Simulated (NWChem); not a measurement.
**One shape, several levels: C3H5BClF (SMILES CC1(Cl)CB1F)**

We compute a comparison of 4 runs (HF/STO-3G, HF/3-21G, B3LYP/6-31G*) of C3H5BClF. 

The calculation is run with NWChem 7.3.0.

### 1 Starting point

C3H5BClF: 11 atoms, total charge 0, spin state singlet. As SMILES, `CC1(Cl)CB1F`. Geometry: relaxed at PBE0-D4/def2-TZVP.

Bond lengths: C1–C2 1.498 Å, C2–Cl3 1.779 Å, C2–C4 1.574 Å, C2–B5 1.522 Å, C4–B5 1.514 Å, B5–F6 1.305 Å, C1–H7 1.091 Å, C1–H8 1.094 Å, C1–H9 1.093 Å, C4–H10 1.087 Å, C4–H11 1.088 Å. Some angles: C1–C2–Cl3 113.2°, C1–C2–C4 118.7°, C1–C2–B5 129.1°, Cl3–C2–C4 113.4°, Cl3–C2–B5 112.5°, C4–C2–B5 58.5°, C2–C4–B5 59.0°, C2–B5–C4 62.4°, C2–B5–F6 148.1°, C4–B5–F6 148.9°.

### 2 Energy and gradient at HF/STO-3G (run 1)

nw.nw

```
start nw
title "C3H5BClF gradient"
memory stack 880 mb heap 220 mb global 1100 mb

geometry units angstrom noautosym nocenter noautoz
  C     -0.137800    -1.399900    -0.248400
  C      0.209200     0.050100    -0.390500
  Cl     1.561400     0.339700    -1.509500
  C      0.268600     0.942900     0.904300
  B     -0.683300     1.272500    -0.225700
  F     -1.541300     2.098300    -0.759700
  H     -0.434900    -1.824300    -1.208900
  H      0.714400    -1.967300     0.135900
  H     -0.973400    -1.520600     0.446200
  H      1.164800     1.530600     1.084700
  H     -0.082300     0.421100     1.792100
end

basis spherical bse
  C library STO-3G
  Cl library STO-3G
  B library STO-3G
  F library STO-3G
  H library STO-3G
end

scf
  nopen 0
  rhf
  thresh 1e-08
  maxiter 80
end

task scf gradient
```

Command:

```console
$ nwchem nw.nw > nw.out
```

The program printed:

```text
[...]
  functions       =    39
[...]
  wavefunction    = RHF
[...]
         Total SCF energy =   -692.127989347815
      One-electron energy =  -1488.732667453513
      Two-electron energy =    528.988278881204
 Nuclear repulsion energy =    267.616399224494
        Time for solution =      3.0s
[...]
                         RHF ENERGY GRADIENTS
    atom               coordinates                        gradient
                 x          y          z           x          y          z
   1 C      -0.260404  -2.645427  -0.469408    0.009571   0.028201  -0.002121
   2 C       0.395331   0.094675  -0.737938    0.005658  -0.027389  -0.025854
   3 Cl      2.950618   0.641940  -2.852541   -0.022543  -0.002110   0.018842
   4 C       0.507580   1.781823   1.708879   -0.003093   0.010195   0.004035
   5 B      -1.291250   2.404676  -0.426511    0.026656  -0.021797   0.009061
   6 F      -2.912635   3.965212  -1.435625   -0.017662   0.018225  -0.010980
   7 H      -0.821842  -3.447427  -2.284490   -0.001636  -0.000312  -0.003450
   8 H       1.350020  -3.717658   0.256814    0.004698  -0.002028   0.002316
   9 H      -1.839459  -2.873517   0.843196   -0.004646  -0.000514   0.003211
  10 H       2.201153   2.892415   2.049786    0.004068   0.002990   0.001076
  11 H      -0.155524   0.795764   3.386578   -0.001071  -0.005461   0.003863
[...]
```

Run time: 4.5 s. Hardware: 1 thread of Intel Xeon 6975P-C (Granite Rapids), shared host; peak memory 0.097 GiB.

### 3 Energy and gradient at HF/3-21G (run 2)

c3h5bclf.nw

```
start c3h5bclf
memory stack 880 mb heap 220 mb global 1100 mb

geometry noautosym nocenter noautoz
  C       -0.137800      -1.399900      -0.248400
  C        0.209200       0.050100      -0.390500
  Cl       1.561400       0.339700      -1.509500
  C        0.268600       0.942900       0.904300
  B       -0.683300       1.272500      -0.225700
  F       -1.541300       2.098300      -0.759700
  H       -0.434900      -1.824300      -1.208900
  H        0.714400      -1.967300       0.135900
  H       -0.973400      -1.520600       0.446200
  H        1.164800       1.530600       1.084700
  H       -0.082300       0.421100       1.792100
end

basis spherical bse
  * library 3-21G
end

scf
  singlet
  rhf
  thresh 1e-08
  maxiter 80
  noprint "final vectors analysis"
end

task scf gradient
```

Command:

```console
$ nwchem c3h5bclf.nw > c3h5bclf.out
```

The program printed:

```text
[...]
  functions       =    68
[...]
  wavefunction    = RHF
[...]
         Total SCF energy =   -696.627746684774
      One-electron energy =  -1491.510363271497
      Two-electron energy =    527.266217362229
 Nuclear repulsion energy =    267.616399224494
        Time for solution =      3.5s
[...]
                         RHF ENERGY GRADIENTS
    atom               coordinates                        gradient
                 x          y          z           x          y          z
   1 C      -0.260404  -2.645427  -0.469408    0.004247   0.012598  -0.001174
   2 C       0.395331   0.094675  -0.737938    0.024626   0.002165  -0.018101
   3 Cl      2.950618   0.641940  -2.852541   -0.031219  -0.005240   0.025222
   4 C       0.507580   1.781823   1.708879   -0.006694  -0.001764  -0.015230
   5 B      -1.291250   2.404676  -0.426511   -0.011845   0.014701  -0.009649
   6 F      -2.912635   3.965212  -1.435625    0.018415  -0.016433   0.011626
   7 H      -0.821842  -3.447427  -2.284490   -0.001790  -0.002283  -0.005122
   8 H       1.350020  -3.717658   0.256814    0.004934  -0.003913   0.002383
   9 H      -1.839459  -2.873517   0.843196   -0.004190  -0.000181   0.003536
  10 H       2.201153   2.892415   2.049786    0.005399   0.004532   0.001797
  11 H      -0.155524   0.795764   3.386578   -0.001882  -0.004182   0.004713
[...]
```

It took 5.1 s on 1 thread of Intel Xeon 6975P-C (Granite Rapids), shared host; peak memory 0.096 GiB.

Run 3 isn't shown in full; the table further down has it.

### 4 Energy and forces at B3LYP/6-31G(d) (Cartesian functions) (run 4)

c3h5bclf.nw

```
start c3h5bclf
title "C3H5BClF"
memory 2200 mb
charge 0
geometry units angstrom noautosym nocenter noautoz
  C    -0.137800   -1.399900   -0.248400
  C     0.209200    0.050100   -0.390500
  Cl    1.561400    0.339700   -1.509500
  C     0.268600    0.942900    0.904300
  B    -0.683300    1.272500   -0.225700
  F    -1.541300    2.098300   -0.759700
  H    -0.434900   -1.824300   -1.208900
  H     0.714400   -1.967300    0.135900
  H    -0.973400   -1.520600    0.446200
  H     1.164800    1.530600    1.084700
  H    -0.082300    0.421100    1.792100
end
basis "ao basis" cartesian
  * library 6-31G*
end
dft
  xc b3lyp
  grid fine
  convergence energy 1e-08
  maxiter 100
  mulliken
end
task dft gradient
```

Command:

```console
$ nwchem c3h5bclf.nw > c3h5bclf.out
```

The program printed:

```text
[...]
          Wavefunction type:  closed shell.
          No. of atoms     :    11
          No. of electrons :    54
[...]
          Charge           :     0
          Spin multiplicity:     1
[...]
          AO basis - number of functions:   104
[...]
              XC Information
              --------------
                         B3LYP Method XC Potential
                     Hartree-Fock (Exact) Exchange  0.200
                        Slater Exchange Functional  0.800 local
                    Becke 1988 Exchange Functional  0.720 non-local
              Lee-Yang-Parr Correlation Functional  0.810
                  VWN I RPA Correlation Functional  0.190 local
[...]
 d= 0,ls=0.0,diis     1   -702.1281830596 -9.70D+02  1.17D-02  9.14D-01     2.6
[...]
 d= 0,ls=0.0,diis    10   -702.2211061734 -5.28D-09  3.62D-07  2.23D-09    21.0
         Total DFT energy =     -702.221106173450
      One electron energy =    -1496.765297132220
           Coulomb energy =      587.927653439114
    Exchange-Corr. energy =      -60.999861704837
 Nuclear repulsion energy =      267.616399224494
[...]
  wavefunction    = closed shell
                         DFT ENERGY GRADIENTS
    atom               coordinates                        gradient
                 x          y          z           x          y          z
   1 C      -0.260404  -2.645427  -0.469408    0.000937   0.004689  -0.000298
   2 C       0.395331   0.094675  -0.737938    0.006128  -0.000311  -0.002553
   3 Cl      2.950618   0.641940  -2.852541   -0.011751  -0.001676   0.010042
   4 C       0.507580   1.781823   1.708879   -0.000899  -0.002491  -0.005660
   5 B      -1.291250   2.404676  -0.426511    0.000967   0.001287  -0.001349
   6 F      -2.912635   3.965212  -1.435625    0.005373  -0.005429   0.003720
   7 H      -0.821842  -3.447427  -2.284490    0.000785   0.001576   0.001809
   8 H       1.350020  -3.717658   0.256814   -0.001321   0.001889  -0.000782
   9 H      -1.839459  -2.873517   0.843196    0.001652   0.000715  -0.001361
  10 H       2.201153   2.892415   2.049786   -0.001992  -0.000928  -0.001169
  11 H      -0.155524   0.795764   3.386578    0.000120   0.000679  -0.002398
[...]
```

Wall time 28 s (1 thread of Intel Xeon 6975P-C (Granite Rapids), shared host); peak memory 0.12 GiB.

### 5 Overview of the runs

| run | level | iteration cap | module | energy (Eh) | dipole moment (D) | HOMO energy (eV) | LUMO energy (eV) | wall time |
| --- | --- | --- | --- | --- | --- | --- | --- | --- |
| 1 | HF/STO-3G | 80 | scf | -692.127989 | 2.57 | -8.59 | 6.28 | 4.5 s |
| 2 | HF/3-21G | 80 | scf | -696.627747 | 2.63 | – | – | 5.1 s |
| 3 | B3LYP/6-31G* (spherical functions) | 100 | dft | -702.214393 | 2.04 | -6.81 | -1.09 | 28 s |
| 4 | B3LYP/6-31G* (Cartesian functions) | 100 | dft | -702.221106 | 2.04 | -6.81 | -1.09 | 28 s |

### 6 Summary of results

| quantity | value |
| --- | --- |
| run 4: total energy | -702.22111 Eh |
| run 4: dipole moment | 2.04 D |
| run 4: HOMO energy | -6.81 eV |
| run 4: LUMO energy | -1.09 eV |
| run 4: HOMO–LUMO gap | 5.72 eV |
| run 4: largest force on an atom | 0.800 eV/Å |

**Reading.** The dipole moment (its size) runs from 2.04 D (B3LYP/6-31G*) to 2.63 D (HF/3-21G). The two ends differ in method and basis. Over runs 1, 3, 4 the HOMO–LUMO gap runs from 5.72 eV (B3LYP/6-31G*) to 14.87 eV (HF/STO-3G). In run 1 the basis is minimal, so the values are rough. All runs together took 66 s, the longest 28 s.
